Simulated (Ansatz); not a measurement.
**SiAsH₃+ (quartet): wave-function methods side by side, cc-pVDZ**

Aim: climb from Hartree-Fock through coupled cluster and multireference methods for SiAsH₃+ (quartet) at one geometry and basis, and see what each rung misses.

Computed with Ansatz 0.2.0, Gaussian basis. Level: cc-pVDZ, core rule «outside noble gas», up to 19 orbitals frozen.

Plan: UHF; CCSD(T) on ROHF; CCSD(T) on UHF; BCCD(T) on ROHF; CISD; CCSDT(Q) on ROHF; CCSDT(Q) on UHF; CASSCF and MRCISD+Q, 11 electrons in 11 orbitals; CASSCF and NEVPT2, 11 electrons in 11 orbitals.

22 further runs of the same task are left out: 8 that didn't finish, 14 set aside as unsound or not needed.

### 1 The geometry

The geometry is a PBE0/def2-TZVP stationary point (not a proven minimum) of the parent state, kept for this charge and spin. No spin-orbit coupling is included. The filled d shell of As may be among the frozen orbitals whatever the setting's name suggests; the logs give the count.

5 atoms, charge 1, spin multiplicity 4.

Atoms are counted from 1 here; the program's logs count them from 0.

Bond lengths: Si1–As2 2.358 Å, Si1–H3 1.494 Å, Si1–H4 1.494 Å, As2–H5 1.526 Å. Angles: As2–Si1–H3 110.1°, As2–Si1–H4 110.1°, H3–Si1–H4 107.4°, Si1–As2–H5 94.0°.

### 2 UHF

in.yaml reads:

```yaml
crystal:
  periodic: [false, false, false]
  atoms:
    - {symbol: Si, position_ang: [0.000000, -0.118182, 1.675460]}
    - {symbol: As, position_ang: [0.000000, 0.048814, -0.676359]}
    - {symbol: H, position_ang: [-1.203885, 0.563494, 2.239718]}
    - {symbol: H, position_ang: [1.203884, 0.563498, 2.239718]}
    - {symbol: H, position_ang: [0.000003, -1.462319, -0.890139]}
basis:
  gaussian: {orbitals: cc-pVDZ}
total_charge: 1
magnetization: {spin_polarized: true, initial_magnetization: 3}
hamiltonian: {xc: hf}
output: {orbitals: {seedname: orbitals}}
```

The run is started by

```sh
$ ansatz run in.yaml --threads 1 --pin off --events-out ev --progress --plain --max-ram 2393MiB
```

The runs that follow: CCSD(T) on ROHF; CCSD(T) on UHF; BCCD(T) on ROHF; CISD; CCSDT(Q) on ROHF; CCSDT(Q) on UHF; CASSCF and MRCISD+Q, 11 electrons in 11 orbitals; CASSCF and NEVPT2, 11 electrons in 11 orbitals.

**Question.** What will the summary of the whole plan be? Wanted: UCCSDT(Q) below the RHF energy; RMP2 from UCCSDT(Q); UMP2 from UCCSDT(Q); RCCSD from UCCSDT(Q); RCCSD(T) from UCCSDT(Q); UCCSD(T) from UCCSDT(Q); RCCSDT(Q) from UCCSDT(Q); NEVPT2 valence from UCCSDT(Q); MRCISD+Q valence from UCCSDT(Q).

**Answer**, as computed:

```
                         quantity                                value
   UCCSDT(Q) below the RHF energy                           -5.4347 eV
              RMP2 from UCCSDT(Q)                        +122.0 kJ/mol
              UMP2 from UCCSDT(Q)                        +120.9 kJ/mol
             RCCSD from UCCSDT(Q)                         +18.2 kJ/mol
          RCCSD(T) from UCCSDT(Q)                          +4.8 kJ/mol
          UCCSD(T) from UCCSDT(Q)                          +3.9 kJ/mol
         RCCSDT(Q) from UCCSDT(Q)                          +0.9 kJ/mol
    NEVPT2 valence from UCCSDT(Q)                         +97.8 kJ/mol
  MRCISD+Q valence from UCCSDT(Q)                          +4.3 kJ/mol
levels within 1 kcal/mol (43 meV)  UCCSD(T), RCCSDT, UCCSDT, RCCSDT(Q)
                    T1 diagnostic                                0.030
   effectively unpaired electrons                                 3.02
```

RCCSD(T) misses by +4.8 kJ/mol, 0.9 % of the correlation energy. One determinant dominates. Of the multireference levels listed MRCISD+Q valence comes nearest in total energy (+4.3 kJ/mol), which doesn't show that its space is the better one. These misses are within one basis, not against nature; the frozen cores of restricted and unrestricted runs differ, which can shift their rows.
